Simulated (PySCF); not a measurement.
# C5H11AlBO: the cost of one run

Computed with PySCF 2.14.0 and routines of our own; the level stands in each step. Atoms count from 0.

## (1) The system as given

19 atoms, charge -1, multiplicity 1; geometry from: GFN2-xTB.

## (2) Excited states: TDA PBE0/def2-SVPD

Job settings and geometry (Å):

```
{"job": {"kind": "states", "xc": "PBE0", "basis": "def2-SVPD", "tda": true, "soc": true, "nstates": 6, "ntriplets": 4, "nquad": 4}, "charge": -1, "multiplicity": 1}
Al    -2.534732    -0.601696     0.289840
C     -0.705261    -0.100960    -0.637160
C     -0.439046     1.309496    -0.393299
C      0.482033     1.954668     0.337280
O      1.589748     1.454657     0.988152
B      2.229968     0.323432     0.728791
C      1.790810    -0.700320    -0.406930
C      0.320378    -1.117671    -0.161041
H     -2.974274    -1.993648    -0.383804
H     -2.253855    -0.771448     1.858740
H     -3.579912     0.573276    -0.024022
H     -0.878409    -0.222728    -1.719874
H     -1.186340     1.962820    -0.839343
H      0.410312     3.027126     0.496419
H      3.153989     0.119459     1.443294
H      2.428500    -1.591177    -0.425410
H      1.845503    -0.252534    -1.404435
H      0.110928    -2.068003    -0.665364
H      0.179856    -1.295498     0.910706
```

Method: TDA PBE0/def2-SVPD excited states, vertical, gas phase, spin-orbit mean-field couplings.

Launch:

```bash
$ OMP_NUM_THREADS=1 python excited_run.py task.json out
```

This one command runs all jobs of the session in turn.

Q: Estimate the wall time and peak memory of this first job on 1 thread of Arm Neoverse V2, shared host.

About 51 s, with a peak of 0.94 GiB.
